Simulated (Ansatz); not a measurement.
## HfB: single point with PBE

Crystal: HfB.

```
Hf B
1.0
     0.00000    2.31000    2.31000
     2.31000    0.00000    2.31000
     2.31000    2.31000    0.00000
Hf B
1 1
Direct
  0.50000 0.50000 0.50000
  0.00000 0.00000 0.00000
```

| Quantity | Value |
| --- | --- |
| Program | Ansatz 0.2.0 |
| Task | single point |
| Functional | PBE |
| Potentials or basis | Ansatz PAW |
| Cutoff | 420 eV (not typed: the program's choice for these potentials) |
| k mesh | 10 × 10 × 10 |
| Occupations | gaussian, width 0.022 eV |
| Spin | no spin polarisation |

The pressure is 29.3 GPa. The band gap on the k mesh is none (metal or under the smearing width).

Levels at points of the mesh, in eV from the Fermi level:
```csv
k point,band 13,band 14,band 15,band 16,band 17,band 18
"(0.00, 0.00, 0.00)",2.19,2.19,2.19,4.03,4.03,4.03
"(0.00, 0.00, -0.50)",-4.01,-1.38,-1.38,6.52,6.52,7.57
"(0.00, -0.50, -0.50)",-1.10,-0.91,2.42,2.42,6.23,7.89
```

It took 0.69 s on 2 threads of Intel(R) Xeon(R) 6975P-C (Granite Rapids), on a shared host, peak memory 0.36 GiB.

Caveat: a pressure of tens of GPa on the cell as given is suspect, and the run, the potentials or the cell itself is likely at fault. The run has no spin-orbit coupling, so splittings on Hf are missing.
